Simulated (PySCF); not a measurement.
# C3H5BF2O: the cost of one run

The runs use PySCF 2.14.0, with density-fitted response routines of our own; the level of theory stands in each step. All values are computed, except where a source is named. Atoms count from 0, in the outputs and in this text.

### 1 The molecule as given

12 atoms, charge 0, multiplicity 1; geometry from: GFN2-xTB. The atoms were then displaced at random by about 0.01 Å, so the start is not that level's minimum.

Bonds of the start (Å): F0–B1 1.31, B1–F2 1.33, B1–C3 1.60, C3–C4 1.48, C4–C5 1.47, C5–O6 1.41, O6–C4 1.40, C3–H7 1.10, C3–H8 1.07, C4–H9 1.11, C5–H10 1.07, C5–H11 1.09.

### 2 Geometry optimisation at PBE0-D3(BJ)/def2-SVP

What the job is given:

```
{"job": {"xc": "PBE0", "basis": "def2-SVP", "d3": "d3bj", "grid": 1, "shake": 0.01, "kind": "geom"}, "charge": 0, "multiplicity": 1}
F     -1.699940     1.043140     1.248590
B     -1.824590     0.328210     0.155620
F     -3.013470     0.399300    -0.440390
C     -0.613650    -0.563140    -0.405220
C      0.656390    -0.441120     0.346500
C      1.667800     0.552760    -0.036040
O      1.841700    -0.819290    -0.296310
H     -0.939630    -1.610160    -0.389180
H     -0.469820    -0.333040    -1.436850
H      0.605900    -0.722140     1.415200
H      1.487180     1.171600    -0.891610
H      2.341820     0.965620     0.720660
```

Launch:

```
$ OMP_NUM_THREADS=1 python probes_run.py task.json out
```

This one command runs all jobs of the session in turn.

**Question.** How long does this first job take on 1 thread of Arm Neoverse V1, shared host, and how much memory does it need?

About 74 s, with a peak of 0.51 GiB.
